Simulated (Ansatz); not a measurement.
# BSiH3ClO (SMILES [SiH3]O[B]Cl) at UMP2/cc-pVDZ

What is the energy change on altering one bond length of BSiH3ClO at UMP2/cc-pVDZ? 

Program for the calculation: Ansatz 0.2.0.

128 further runs of the same task are left out: 128 set aside as unsound or not needed.

## Step 1: The system as given

BSiH3ClO has 7 atoms, charge 0, and is taken as a doublet. As SMILES, `[SiH3]O[B]Cl`. Geometry: relaxed at PBE0-D4/def2-TZVP. This is one conformer, not always the lowest.

Bond lengths: Si1–O2 1.667 Å, O2–B3 1.324 Å, B3–Cl4 1.747 Å, Si1–H5 1.480 Å, Si1–H6 1.482 Å, Si1–H7 1.480 Å. Angles: Si1–O2–B3 133.9°, O2–B3–Cl4 123.5°, O2–Si1–H5 107.1°, O2–Si1–H6 109.9°, O2–Si1–H7 107.2°, H5–Si1–H6 110.9°, H5–Si1–H7 110.6°, H6–Si1–H7 110.9°.

## Step 2: A single-point energy at UMP2/cc-pVDZ

File job.yaml:

```yaml
basis:
  gaussian:
    orbitals: cc-pVDZ
crystal:
  periodic: [false, false, false]
  atoms:
    - symbol: Si
      position_ang: [-0.573000, 0.775400, 0.374800]
    - symbol: O
      position_ang: [0.044900, -0.648400, -0.233600]
    - symbol: B
      position_ang: [1.256200, -1.042100, -0.596600]
    - symbol: Cl
      position_ang: [1.605000, -2.636800, -1.219100]
    - symbol: H
      position_ang: [-1.201300, 0.456800, 1.676100]
    - symbol: H
      position_ang: [0.515600, 1.766600, 0.541200]
    - symbol: H
      position_ang: [-1.586300, 1.260400, -0.588400]
magnetization:
  spin_polarized: true
  initial_magnetization: 1
correlation:
  method: mp2
  frozen_orbitals: {B: 1, Cl: 5, H: 0, O: 1, Si: 5}
accuracy: high
```

Run with:

```console
$ ansatz run job.yaml --threads 1 --pin off --max-ram 3480MiB --events-out events.jsonl --progress --plain --runs-dir runs
```

Output:

```text
Warning: RAYON_NUM_THREADS=1 ignored (pool sized by the plan → 1); use --threads N
Functional definition: HF
  name "HF"
  exchange = exact_x
  correlation = 0
1786 factors; integrals over basis functions are off by at most 6.3e-9 eV
mean field evaluation 1: about -23121.2893 eV, gradient 2.2e1 eV
mean field evaluation 2: about -23121.3633 eV, gradient 2.2e1 eV
mean field evaluation 4: about -23124.1252 eV, gradient 2.9e0 eV
mean field evaluation 8: about -23124.2621 eV, gradient 1.9e-1 eV
mean field evaluation 16: about -23124.2629 eV, gradient 4.6e-7 eV
mean field -23124.26291238 eV, -849.8009878416 hartree, gradient 2.1e-8 eV, S^2 0.754357; 0 other end points of the search recorded, 0 dependent functions left out
12 core orbitals not correlated: weight in the atoms' cores, before any rotation towards them, 1.000 or more for the frozen orbitals, at most 0.000 for the correlated occupied ones
reference -23124.26291238 eV, -849.8009878416 hartree; 12, 11 occupied and 55, 56 virtual orbitals, 1786 factors
second order -12.93416910 eV of doubles, -0.00000000 eV of singles
Total energy: -23137.19708147 eV, -850.2763097887 hartree
```

Run time: 3 s. Hardware: 1 thread of Arm Neoverse V2, shared host; peak memory 0.27 GiB.

## Step 3: The distorted shape

File in.yaml:

```yaml
crystal:
  periodic: [false, false, false]
  atoms:
    - {symbol: Si, position_ang: [-0.677643, 1.253824, 0.561556]}
    - {symbol: O, position_ang: [-0.059743, -0.169976, -0.046844]}
    - {symbol: B, position_ang: [1.151557, -0.563676, -0.409844]}
    - {symbol: Cl, position_ang: [1.605000, -2.636800, -1.219100]}
    - {symbol: H, position_ang: [-1.305943, 0.935224, 1.862856]}
    - {symbol: H, position_ang: [0.410957, 2.245024, 0.727956]}
    - {symbol: H, position_ang: [-1.690943, 1.738824, -0.401644]}
basis:
  gaussian:
    orbitals: cc-pVDZ
magnetization:
  spin_polarized: true
  initial_magnetization: 1
correlation:
  method: mp2
  frozen_orbitals: {B: 1, Cl: 5, H: 0, O: 1, Si: 5}
accuracy: high
```

Run with:

```console
$ ansatz run in.yaml --threads 1 --pin off --max-ram 3480MiB --events-out events.jsonl --progress --plain --runs-dir runs
```

Output:

```text
Warning: RAYON_NUM_THREADS=1 ignored (pool sized by the plan → 1); use --threads N
Functional definition: HF
  name "HF"
  exchange = exact_x
  correlation = 0
1787 factors; integrals over basis functions are off by at most 4.0e-9 eV
mean field evaluation 1: about -23119.7498 eV, gradient 2.2e1 eV
mean field evaluation 2: about -23119.8098 eV, gradient 2.2e1 eV
mean field evaluation 4: about -23122.8821 eV, gradient 3.1e0 eV
mean field evaluation 8: about -23123.0571 eV, gradient 2.4e-1 eV
mean field evaluation 16: about -23123.0588 eV, gradient 1.8e-8 eV
mean field -23123.05878889 eV, -849.7567371194 hartree, gradient 3.5e-8 eV, S^2 0.784338; 2 other end points of the search recorded, 0 dependent functions left out
12 core orbitals not correlated: weight in the atoms' cores, before any rotation towards them, 1.000 or more for the frozen orbitals, at most 0.000 for the correlated occupied ones
reference -23123.05878889 eV, -849.7567371194 hartree; 12, 11 occupied and 55, 56 virtual orbitals, 1787 factors
second order -12.85256624 eV of doubles, -0.00000000 eV of singles
Total energy: -23135.91135512 eV, -850.2290602169 hartree
```

It took 3.6 s on 1 thread of Arm Neoverse V2, shared host; peak memory 0.29 GiB.

## Step 4: Summary of results

Level: UMP2/cc-pVDZ, 12 core orbitals frozen.

```
                                                          quantity          value
                                         first shape: total energy  -850.27631 Eh
         first shape: correlation energy (12 core orbitals frozen)     -475.3 mEh
                    first shape: ⟨S²⟩ of the reference determinant          0.754
                                     distorted shape: total energy  -850.22906 Eh
     distorted shape: correlation energy (12 core orbitals frozen)     -472.3 mEh
                distorted shape: ⟨S²⟩ of the reference determinant          0.784
energy change with the B3–Cl4 bond stretched from 1.747 to 2.271 Å       1.286 eV
```

With the B3–Cl4 bond stretched from 1.747 to 2.271 Å the energy rises by 1.29 eV (30 kcal/mol). The first shape isn't relaxed at this level, so the change isn't measured from a minimum.
